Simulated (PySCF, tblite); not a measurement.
# C₃H₁₂ClNSi₄: geometry, infrared bands and NMR shifts

Wanted: the infrared bands and NMR shifts of C₃H₁₂ClNSi₄ (`C#C[Si@@H](Cl)[Si@@H](N)[Si@@H](C)[SiH3]`), by calculation.

The runs use tblite 0.8.0 and PySCF 2.14.0, with density-fitted response routines of our own; the level of theory stands in each step. All values are computed, except where a source is named. Atoms are numbered from 0 throughout.

## Step 1: Starting geometry

21 atoms, charge 0, multiplicity 1; geometry from: force field or distance geometry start.

Bonds of the start (Å): C0–C1 1.22, C1–Si2 1.81, Si2–Cl3 2.07, Si2–Si4 2.20, Si4–N5 1.80, Si4–Si6 2.20, Si6–C7 1.85, Si6–Si8 2.23, C0–H9 1.07, Si2–H10 1.49, Si4–H11 1.46, N5–H12 1.04, N5–H13 1.05, Si6–H14 1.48, C7–H15 1.14, C7–H16 1.13, C7–H17 1.09, Si8–H18 1.49, Si8–H19 1.49, Si8–H20 1.49.

## Step 2: Relaxing the molecule with GFN2-xTB

Job settings and geometry (Å):

```
{"job": {"kind": "relax", "xc": "GFN2-xTB", "basis": "xTB"}, "charge": 0, "multiplicity": 1}
C      4.063200     1.249200     0.603800
C      3.312400     0.427700     0.109700
Si     2.242100    -0.839200    -0.614300
Cl     2.117100    -2.515400     0.591200
Si     0.290500     0.052600    -1.106800
N     -0.221600    -0.608300    -2.703600
Si    -1.337900    -0.370600     0.309600
C     -0.804500    -0.684300     2.052600
Si    -2.709400     1.385300     0.317900
H      4.714200     1.992200     1.024700
H      2.861700    -1.262400    -1.901000
H      0.418000     1.500000    -1.270300
H     -1.199100    -0.287900    -2.871900
H     -0.143100    -1.653500    -2.726800
H     -2.163400    -1.511300    -0.145800
H     -1.693100    -0.445200     2.725800
H     -0.614000    -1.778600     2.257200
H      0.007600    -0.049200     2.392000
H     -3.747200     1.243500    -0.735800
H     -3.437700     1.517000     1.609000
H     -1.964800     2.655200     0.082600
```

Started as:

```bash
OMP_NUM_THREADS=1 python probes_run.py task.json out
```

One launch serves the whole session: the jobs run in the order shown.

**Question.** This job is followed by: GFN2-xTB harmonic vibrations, gas phase; GIAO PBE0/pcSseg-1 NMR shielding, non-relativistic, gas phase. What will the session give for the following? strongest single infrared mode (GFN2-xTB); zero-point energy (GFN2-xTB); ¹³C shifts against TMS (PBE0/pcSseg-1); ¹H shifts against TMS (PBE0/pcSseg-1, means over atoms taken as alike); ²⁹Si shifts against TMS (PBE0/pcSseg-1); ³⁵Cl shifts against HCl (PBE0/pcSseg-1); ¹⁵N shifts against NH3 (PBE0/pcSseg-1); surface potential, 1st and 99th percentile.

As calculated:

```
                                                              quantity                                          value
                             strongest single infrared mode (GFN2-xTB)                           549 cm⁻¹, 849 km/mol
                                          zero-point energy (GFN2-xTB)                                  82.6 kcal/mol
                                ¹³C shifts against TMS (PBE0/pcSseg-1)                          108.3, 90.6, -7.2 ppm
¹H shifts against TMS (PBE0/pcSseg-1, means over atoms taken as alike)  5.86, 5.35, 4.13, 3.50, 2.33, 0.32, -0.40 ppm
                               ²⁹Si shifts against TMS (PBE0/pcSseg-1)                -31.6, -38.1, -83.5, -115.2 ppm
                               ³⁵Cl shifts against HCl (PBE0/pcSseg-1)                                        -37 ppm
                                ¹⁵N shifts against NH3 (PBE0/pcSseg-1)                                       -2.8 ppm
                                 surface potential, 1st and 99th percentile                             -0.82 V and 1.62 V
```

The optimisation took 183 steps and gained 0.962 eV; among the close pairs (by a distance rule), Si4–Si6 changed most, from 2.199 to 2.349 Å. No mode is imaginary among the 57: a minimum at this level. Unscaled tight-binding wavenumbers are off by several per cent, some by more. Its intensities can rank the bands wrongly. At PBE0/pcSseg-1: The widest tensor belongs to C1: span 295 ppm, with a paramagnetic part of -167 ppm. At PBE0/pcSseg-1, counted by nearest atom on the grid, the HOMO lies on N5 38 %; Si6 16 %, the LUMO on Si2, Si4, Si6 about 15 % each; H10 12 %.
